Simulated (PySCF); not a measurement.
# Solver options tried on ICl

The same problem is solved with other solver options, one edit a run.

Program: PySCF 2.14.0. Level of theory: method and basis as typed in the scripts. These are calculated values, not measurements.

4 further runs of the same task are left out: 1 for a known fault of the program, 3 that didn't finish.

### 1 Where the work starts

ICl: 2 atoms, charge 0, spin multiplicity 1.

Bond lengths: I1–Cl2 2.280 Å.

### 2 Base script

Contents of input.py:

```python
from pyscf import gto, dft

mol = gto.M(
    atom='I 0 0 0; Cl 0 0 2.28',
    basis='lanl2dz',
    ecp={'I': 'lanl2dz', 'Cl': 'lanl2dz'},
    charge=0,
    spin=0,
    verbose=4,
)
mf = dft.UKS(mol, xc='b3lyp')
mf.kernel()
mf.mulliken_pop()
mf.dip_moment()
print('orbital energies (hartree):', [e[max(0, n-3):n+3].round(4) for e, n in zip(mf.mo_energy, mol.nelec)])
```

Run with:

```console
python input.py
```

The log of this run is left out.

Base result: E(SCF) = -26.298364 Eh, 8 cycles, μ = 1.68 D.

The bond length is a typed value, not an optimised one.

### 3 Second-order solver on

Variant 1 changes second-order solver: off → on.

Contents of input.py:

```python
from pyscf import gto, dft

mol = gto.M(
    atom='I 0 0 0; Cl 0 0 2.28',
    basis='lanl2dz',
    ecp={'I': 'lanl2dz', 'Cl': 'lanl2dz'},
    charge=0,
    spin=0,
    verbose=4,
)
mf = dft.UKS(mol, xc='b3lyp')
mf = mf.newton()
mf.kernel()
mf.mulliken_pop()
mf.dip_moment()
print('orbital energies (hartree):', [e[max(0, n-3):n+3].round(4) for e, n in zip(mf.mo_energy, mol.nelec)])
```

Run with:

```console
python input.py
```

### 4 Initial guess 1e

Variant 2 changes initial guess: minao → 1e.

input.py: that of step 2 with these lines changed.

```diff
@@ -11,2 +11,3 @@
 mf = dft.UKS(mol, xc='b3lyp')
+mf.init_guess = '1e'
 mf.kernel()
```

### 5 Convergence threshold 1e-11 hartree

Variant 3 changes convergence threshold: default → 1e-11 hartree.

input.py: that of step 2 with these lines changed.

```diff
@@ -11,2 +11,3 @@
 mf = dft.UKS(mol, xc='b3lyp')
+mf.conv_tol = 1e-11
 mf.kernel()
```

### 6 Initial guess huckel

Variant 4 changes initial guess: minao → huckel.

input.py: that of step 2 with these lines changed.

```diff
@@ -11,2 +11,3 @@
 mf = dft.UKS(mol, xc='b3lyp')
+mf.init_guess = 'huckel'
 mf.kernel()
```

### 7 Damping 0.2

Variant 5 changes damping: none → 0.2.

input.py: that of step 2 with these lines changed.

```diff
@@ -11,2 +11,4 @@
 mf = dft.UKS(mol, xc='b3lyp')
+mf.damp = 0.2
+mf.diis_start_cycle = 8
 mf.kernel()
```

### 8 DIIS space 4

Variant 6 changes DIIS space: default → 4.

input.py: that of step 2 with these lines changed.

```diff
@@ -11,2 +11,3 @@
 mf = dft.UKS(mol, xc='b3lyp')
+mf.diis_space = 4
 mf.kernel()
```

Before running it: what results should come out? Wanted: for each run, E(SCF); from base; gap; SCF dipole.

As calculated:

```
                                run  E(SCF) (hartree)  from base (eV)   cycles  gap (eV)  SCF dipole (D)
                               base        -26.298364               0        8      3.92            1.68
             second-order solver on        -26.298364          0.0000  4 macro      3.92            1.68
                   initial guess 1e        -26.298364          0.0000       10      3.92            1.68
convergence threshold 1e-11 hartree        -26.298364          0.0000        8      3.92            1.68
               initial guess huckel        -26.298364          0.0000        8      3.92            1.68
                        damping 0.2        -26.298364          0.0000       14      3.92            1.68
                       DIIS space 4        -26.298364          0.0000        8      3.92            1.68
```

Distance from each run's final energy (log10 hartree) by cycle:

```
                                run  cycle 1  cycle 2  cycle 3  cycle 5  cycle 8  cycle 12
                               base     -0.3     -0.6     -1.6     -5.8    < -11      done
             second-order solver on     -2.4     -7.3    < -11     done     done      done
                   initial guess 1e      0.5      0.4     -1.1     -4.1     -8.7      done
convergence threshold 1e-11 hartree     -0.3     -0.6     -1.6     -5.8    < -11      done
               initial guess huckel     -1.7     -1.9     -3.2     -7.7    -10.7      done
                        damping 0.2     -0.3     -0.9     -1.1     -1.5     -1.6      -8.8
                       DIIS space 4     -0.3     -0.6     -1.6     -5.8    < -11      done
```

**Reading.** The SCF energy stays the same, to the digits that matter, with second-order solver on or initial guess 1e or convergence threshold 1e-11 hartree or initial guess huckel or damping 0.2 or DIIS space 4. The base needs 8 cycles and the run with damping 0.2 needs 14.
